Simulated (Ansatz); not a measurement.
Crystal: Mg6SiB.

```xyz
8
Lattice="3.9757 0.0000 0.0000 0.0000 3.8917 4.9380 0.0000 -3.8917 4.9380" Properties=species:S:1:pos:R:3 pbc="T T T"
Si    0.0000    0.0000    9.3476
Mg    1.9879    0.0000    1.3862
Mg    1.9879   -2.1849    3.7819
Mg    1.9879    2.1849    3.7819
Mg    0.0000    0.0000    3.6676
Mg    0.0000   -1.4376    6.2111
Mg    0.0000    1.4376    6.2111
B     1.9879    0.0000    5.1167
```

The cell comes from a database or a generator and needn't be the stable form of this composition.

Base run:

* Program: Ansatz 0.2.0
* Functional: PBE
* Potentials or basis: Ansatz PAW
* Cutoff: 420 eV
* Density cutoff: 1680 eV
* k mesh: 7 × 5 × 5
* Occupations: fermi-dirac, width 0.05 eV
* Spin: no spin polarisation

Its results: band gap on the k mesh none (metal or under the smearing width); pressure -0.1 GPa; largest force 0.087 eV/Å.

**Question.** The run is repeated on the same cell with these changes: functional from PBE to LDA; occupations from fermi-dirac, width 0.05 eV to gaussian, width 0.1 eV. What comes out?

**Answer.** Band gap on the k mesh none (metal or under the smearing width); pressure -3.0 GPa; largest force 0.129 eV/Å.

Caveats: the PAW data sets come from PBE, with cores solved anew for the run's functional, which leaves a small shift of forces and pressure (some runs).

Not every run made on this cell is shown here.
